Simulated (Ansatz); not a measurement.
SnSe2:

```
CELL_PARAMETERS angstrom
3.81100 0.00000 0.00000
-1.90550 3.30042 0.00000
0.00000 0.00000 6.13600
ATOMIC_POSITIONS crystal
Sn 0.00000 0.00000 0.00000
Se 0.66667 0.33333 0.75100
Se 0.33333 0.66667 0.24900
```

Program: Ansatz 0.2.0. Alike in all runs: task projected density of states; potentials or basis Ansatz PAW; no spin polarisation; cell as given; k mesh 5 × 5 × 3; smearing fermi-dirac 0.05 eV.

Order these runs on this cell by their band gap on the k mesh, lowest first.
A. level r2SCAN; cutoff (eV) 500
B. level HSE06; cutoff (eV) 420
C. level PBE0; cutoff (eV) 420
D. level r2SCAN0; cutoff (eV) 500
E. level PBE; cutoff (eV) 420

E (0.80 eV), A (1.09 eV), B (1.53 eV), C (2.20 eV), D (2.38 eV).

Caveats: odd divisions of the mesh miss points on the zone boundary, where band edges often lie, so the gap on the mesh can be too wide; spin-orbit coupling is left out, which moves the levels of the heavy elements; the density of states is complete only up to the lowest level of the last band computed.

A k mesh can miss the band edges.
